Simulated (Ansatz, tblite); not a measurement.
# Si19H28 ring sphere (Si19H28): removing and adding an electron

Aim: the energy of removing and adding an electron for Si19H28 ring sphere (Si19H28), by energy differences, and how well orbital energies stand in for it.

The runs use Ansatz 0.2.0, Gaussian basis; as each input shows.

The runs, in order: charge +1 doublet, at the geometry of the singlet (PBE0-D4/def2-TZVP, PBE-D4/def2-TZVP, B97M-V/def2-TZVP); charge +1 doublet, relaxed (PBE0-D4/def2-TZVP, PBE-D4/def2-TZVP); charge -1 doublet, at the geometry of the singlet (PBE0-D4/def2-TZVP, PBE-D4/def2-TZVP, B97M-V/def2-TZVP); the starting singlet's energies come from earlier runs.

### Step 1. The structure

The geometry is that of the singlet, from an earlier relaxation (PBE-D4/def2-SVP).

47 atoms, charge 0, spin multiplicity 1.

Atoms are counted from 1 here; the program's logs count them from 0.

Bond lengths: Si1–Si11 2.355 Å, Si1–Si12 2.355 Å, Si1–H20 1.509 Å, Si1–H21 1.510 Å, Si2–Si12 2.355 Å, Si2–Si13 2.356 Å, Si2–H22 1.510 Å, Si2–H23 1.509 Å, Si3–Si11 2.355 Å, Si3–Si15 2.355 Å, Si3–H24 1.510 Å, Si3–H25 1.509 Å, Si4–Si12 2.348 Å, Si4–Si15 2.348 Å, Si4–Si16 2.348 Å, Si4–H26 1.512 Å, Si5–Si15 2.355 Å, Si5–Si17 2.355 Å and more. Angles: Si11–Si1–Si12 113.9°, Si11–Si1–H20 110.2°, Si11–Si1–H21 107.7°, Si12–Si1–H20 109.8°, Si12–Si1–H21 107.1°, H20–Si1–H21 107.9°, Si12–Si2–Si13 113.9°, Si12–Si2–H22 107.1°, Si12–Si2–H23 109.8°, Si13–Si2–H22 107.7°, Si13–Si2–H23 110.2°, H22–Si2–H23 107.9°, Si11–Si3–Si15 113.9°, Si11–Si3–H24 107.7°, Si11–Si3–H25 110.2°, Si15–Si3–H24 107.1°, Si15–Si3–H25 109.8°, H24–Si3–H25 107.9° and more.

### Step 2. Charge +1 doublet at the fixed geometry, PBE0-D4/def2-TZVP

Input file in.yaml:

```yaml
crystal:
  periodic: [false, false, false]
  atoms:
    - {symbol: Si, position_ang: [-3.484908, -0.747444, -1.916529]}
    - {symbol: Si, position_ang: [-3.486608, 1.915248, 0.741694]}
    - {symbol: Si, position_ang: [-0.742729, -3.487217, -1.914234]}
    - {symbol: Si, position_ang: [-0.709636, -0.709635, 0.708976]}
    - {symbol: Si, position_ang: [1.916228, -3.484975, 0.747808]}
    - {symbol: Si, position_ang: [2.001862, -0.719164, -1.998096]}
    - {symbol: Si, position_ang: [1.913184, -0.743205, 3.487528]}
    - {symbol: Si, position_ang: [-0.718593, 1.998565, -2.001598]}
    - {symbol: Si, position_ang: [1.998209, 2.001394, 0.719883]}
    - {symbol: Si, position_ang: [-0.748728, 1.914802, 3.485442]}
    - {symbol: Si, position_ang: [-2.336217, -2.341008, -3.216244]}
    - {symbol: Si, position_ang: [-2.071819, 0.641228, -0.643960]}
    - {symbol: Si, position_ang: [-2.341036, 3.216056, 2.336751]}
    - {symbol: Si, position_ang: [0.711767, 0.708127, -3.360063]}
    - {symbol: Si, position_ang: [0.643618, -2.072236, -0.641185]}
    - {symbol: Si, position_ang: [0.640507, 0.643058, 2.072129]}
    - {symbol: Si, position_ang: [3.215749, -2.336542, 2.341757]}
    - {symbol: Si, position_ang: [3.360065, 0.711572, -0.707749]}
    - {symbol: Si, position_ang: [0.708648, 3.360116, -0.710975]}
    - {symbol: H, position_ang: [-4.375890, 0.095625, -2.794675]}
    - {symbol: H, position_ang: [-4.365881, -1.495366, -0.944839]}
    - {symbol: H, position_ang: [-4.369420, 0.944426, 1.488596]}
    - {symbol: H, position_ang: [-4.375726, 2.793137, -0.103627]}
    - {symbol: H, position_ang: [-1.490752, -4.368096, -0.942535]}
    - {symbol: H, position_ang: [0.101883, -4.378159, -2.790926]}
    - {symbol: H, position_ang: [-1.583071, -1.582825, 1.581661]}
    - {symbol: H, position_ang: [0.944566, -4.366257, 1.495367]}
    - {symbol: H, position_ang: [2.794709, -4.375709, -0.095164]}
    - {symbol: H, position_ang: [2.870004, -1.603402, -2.863669]}
    - {symbol: H, position_ang: [0.941284, -1.491529, 4.367932]}
    - {symbol: H, position_ang: [2.789256, 0.101552, 4.378952]}
    - {symbol: H, position_ang: [-1.602806, 2.864489, -2.869422]}
    - {symbol: H, position_ang: [2.863817, 2.868954, 1.604662]}
    - {symbol: H, position_ang: [-1.497594, 0.942397, 4.364804]}
    - {symbol: H, position_ang: [0.093968, 2.791670, 4.378027]}
    - {symbol: H, position_ang: [-3.330443, -3.336636, -3.765668]}
    - {symbol: H, position_ang: [-1.663692, -1.668784, -4.382284]}
    - {symbol: H, position_ang: [-3.337143, 3.765472, 3.330541]}
    - {symbol: H, position_ang: [-1.667577, 4.381946, 1.665099]}
    - {symbol: H, position_ang: [-0.062536, -0.068376, -4.392897]}
    - {symbol: H, position_ang: [1.649817, 1.646226, -4.084126]}
    - {symbol: H, position_ang: [4.381638, -1.663611, 1.669651]}
    - {symbol: H, position_ang: [3.765091, -3.330848, 3.337349]}
    - {symbol: H, position_ang: [4.393776, -0.062247, 0.068156]}
    - {symbol: H, position_ang: [4.083177, 1.650094, -1.646244]}
    - {symbol: H, position_ang: [-0.067626, 4.393634, 0.062739]}
    - {symbol: H, position_ang: [1.647629, 4.083455, -1.648828]}
basis:
  gaussian: {orbitals: def2-TZVP, fitting: {mean_field: def2-universal-jkfit}}
total_charge: 1
magnetization: {spin_polarized: true, initial_magnetization: 1}
hamiltonian: {xc: pbe0, dispersion: d4}
scf: {omitted_lower_state_checks: [starts]}
output: {orbitals: {seedname: orbitals}}
```

Run with:

```
$ ansatz run in.yaml --threads 2 --pin off --events-out ev --progress --plain --max-ram 22528MiB --backend cuda --devices 0, --max-vram 18GiB
```

What it wrote (excerpt; [...] marks lines left out):

```text
Functional definition: PBE0
  name "PBE0"
  cite "Adamo & Barone, J. Chem. Phys. 110, 6158 (1999) doi:10.1063/1.478522"
  cite "Perdew, Burke & Ernzerhof, Phys. Rev. Lett. 77, 3865 (1996) doi:10.1103/PhysRevLett.77.3865"
  parent pbe
[...]
2936 factors; integrals over basis functions are off by at most 6.0e-1 eV
[...]
mean field -150069.56043940 eV, -5514.9546253463 hartree, gradient 4.7e-6 eV, S^2 0.755139; 0 other end points of the search recorded, 0 dependent functions left out
reference -150069.56052410 eV, -5514.9546284590 hartree; 147, 146 occupied and 724, 725 virtual orbitals, 2936 factors
Total energy: -150072.34621780 eV, -5515.0570008143 hartree
Checks for a lower state left out: starts
```

It took 69 s on 1 × H100 (card shared with other runs) with 2 threads of AMD EPYC 7R13, shared host; peak host memory 1.7 GiB.

From the report: HOMO -10.09 eV, LUMO -9.14 eV (over both spins); ⟨S²⟩ 0.755 (pure: 0.75).

### Step 3. Charge +1 doublet at the fixed geometry, PBE-D4/def2-TZVP

start.molden holds the orbitals of an earlier run on this state, given as this run's starting guess.

Changes to in.yaml since step 2:

```diff
@@ -51,6 +51,6 @@
 basis:
-  gaussian: {orbitals: def2-TZVP, fitting: {mean_field: def2-universal-jkfit}}
+  gaussian: {orbitals: def2-TZVP, fitting: {mean_field: def2-universal-jkfit}, initial_orbitals: start.molden}
 total_charge: 1
 magnetization: {spin_polarized: true, initial_magnetization: 1}
-hamiltonian: {xc: pbe0, dispersion: d4}
+hamiltonian: {xc: pbe, dispersion: d4}
 scf: {omitted_lower_state_checks: [starts]}
```

The command is unchanged.

What it wrote (excerpt; [...] marks lines left out):

```text
Functional definition: PBE
  name "PBE"
  cite "Perdew, Burke & Ernzerhof, Phys. Rev. Lett. 77, 3865 (1996) doi:10.1103/PhysRevLett.77.3865"
  parent pbe
[...]
2936 factors; integrals over basis functions are off by at most 6.0e-1 eV
[...]
mean field -150054.75150207 eV, -5514.4104069376 hartree, gradient 2.0e-6 eV, S^2 0.751276; 0 other end points of the search recorded, 0 dependent functions left out
reference -150054.75161321 eV, -5514.4104110216 hartree; 147, 146 occupied and 724, 725 virtual orbitals, 2936 factors
Total energy: -150057.80717370 eV, -5514.5227007985 hartree
Checks for a lower state left out: starts
```

It took 36 s on 1 × H100 (card shared with other runs) with 2 threads of AMD EPYC 7R13, shared host; peak host memory 1.6 GiB.

Report: HOMO -9.15 eV, LUMO -9.18 eV (over both spins; with the spin held, an empty level of the minority spin lies below the top filled one); ⟨S²⟩ 0.751 (pure: 0.75).

### Step 4. Charge +1 doublet at the fixed geometry, B97M-V/def2-TZVP

Changes to in.yaml since step 3:

```diff
@@ -54,3 +54,3 @@
 magnetization: {spin_polarized: true, initial_magnetization: 1}
-hamiltonian: {xc: pbe, dispersion: d4}
+hamiltonian: {xc: {name: B97M-V}}
 scf: {omitted_lower_state_checks: [starts]}
```

Launched as before.

What it wrote (excerpt; [...] marks lines left out):

```text
Functional definition: B97M-V
  name "B97M-V"
  cite "Mardirossian & Head-Gordon, J. Chem. Phys. 142, 074111 (2015) doi:10.1063/1.4907719"
  cite "Becke, J. Chem. Phys. 107, 8554 (1997) doi:10.1063/1.475007"
  cite "Vydrov & Van Voorhis, J. Chem. Phys. 133, 244103 (2010) doi:10.1063/1.3521275"
  # Of w^i u^j: cxij and so on, Table III.
[...]
  gx(w, u) = cx00 + cx01*u + cx02*u^2 + (cx10 + cx11*u)*w
[...]
2936 factors; integrals over basis functions are off by at most 6.0e-1 eV
[...]
mean field -150095.22669005 eV, -5515.8978426606 hartree, gradient 3.8e-6 eV, S^2 0.751384; 0 other end points of the search recorded, 0 dependent functions left out
reference -150095.22685421 eV, -5515.8978486934 hartree; 147, 146 occupied and 724, 725 virtual orbitals, 2936 factors
Total energy: -150095.22685421 eV, -5515.8978486934 hartree
Checks for a lower state left out: starts
```

Wall time 64 s (1 × H100 (card shared with other runs) with 2 threads of AMD EPYC 7R13, shared host); peak host memory 2.5 GiB.

HOMO -9.58 eV, LUMO -9.58 eV (over both spins; with the spin held, an empty level of the minority spin lies below the top filled one); ⟨S²⟩ 0.751 (pure: 0.75).

### Step 5. Vertical ionisation energy

Charged state less starting state, singlet to doublet; the starting state's energies are those of its earlier runs.

| level | vertical ionisation energy (eV) | time |
| --- | --- | --- |
| PBE-D4/def2-TZVP | +7.77 | 44 s |
| B97M-V/def2-TZVP | +8.11 | 78 s |
| PBE0-D4/def2-TZVP | +8.21 | 76 s |

Times add the two runs; a level without a time comes out of a correlated run.

Beside −ε(HOMO) of the starting state:

| level | −ε(HOMO) (eV) | by difference (eV) | mismatch (eV) |
| --- | --- | --- | --- |
| PBE-D4/def2-TZVP | 6.21 | 7.77 | -1.56 |
| B97M-V/def2-TZVP | 6.63 | 8.11 | -1.48 |
| PBE0-D4/def2-TZVP | 7.14 | 8.21 | -1.07 |

[end of part 1 of 3]
